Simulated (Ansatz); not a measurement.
Wanted: the native input for an Ansatz 0.2.0 run.

| Property | Result |
| --- | --- |
| Task | relaxation of cell and atoms |
| Functional | PBEsol |
| Potentials or basis | Ansatz PAW |
| Cutoff | 420 eV (not typed: the program's choice for these potentials) |
| k mesh | 6 × 6 × 6 |
| Occupations | fermi-dirac, width 0.05 eV |
| Spin | no spin polarisation |

Ga3Se:

```
Se Ga
1.0
     4.43246    0.00000    0.00000
     0.00000    4.43246    0.00000
     0.00000    0.00000    4.43246
Se Ga
1 3
Cartesian
  0.0000 0.0000 0.0000
  2.2162 2.2162 0.0000
  2.2162 0.0000 2.2162
  0.0000 2.2162 2.2162
```

The cell comes from a database or a generator and needn't be the stable form of this composition.

These files were run (other wordings do the same):

input.yaml

```yaml
crystal:
  lattice:
    - [4.432465, 0.0, 0.0]
    - [0.0, 4.432465, 0.0]
    - [0.0, 0.0, 4.432465]
  atoms:
    - { symbol: Se, position: [0.0, 0.0, 0.0] }
    - { symbol: Ga, position: [0.5, 0.5, 0.0] }
    - { symbol: Ga, position: [0.5, 0.0, 0.5] }
    - { symbol: Ga, position: [0.0, 0.5, 0.5] }
hamiltonian:
  xc: pbesol
  pseudopotentials: { kind: paw }
kpoints:
  mp_grid: { grid: [6, 6, 6] }
scf:
  occupations: { method: fermi_dirac, width: 0.05 }
output:
  forces: true
  stress: true
  eigenvalues: true
relax:
  f_tol: 0.01
  max_steps: 40
  cell: { stress_tol: 0.05 }
```

Potentials or basis: Ansatz PAW.

Launch:

```sh
$ ansatz run input.yaml --threads 2 --pin off --max-ram 5632MiB --backend cpu --events-out ev --progress --plain --runs-dir out
```

It gave:

```
Relaxed volume                         : 19.95 Å³/atom
Relaxed cell                           : a = 4.305 Å, b = 4.305 Å, c = 4.305 Å, α = 90.00°, β = 90.00°, γ = 90.00°
Space group after relaxing (to 0.05 Å) : Pm-3m (No. 221)
Energy gained by relaxing              : 22.5 meV/atom
Ionic steps                            : 3
Pressure after relaxing                : 0.0 GPa
Band gap on the k mesh                 : none (metal or under the smearing width)
```

Caveat: the plane-wave basis is chosen anew once the cell has moved, so the energies of steps on either side of that aren't comparable; the PAW data sets come from PBE, with cores solved anew for the run's functional, which leaves a small shift of forces and pressure.

It took 7 s on 2 threads of Arm Neoverse V1 (shared host), peak memory 0.39 GiB.
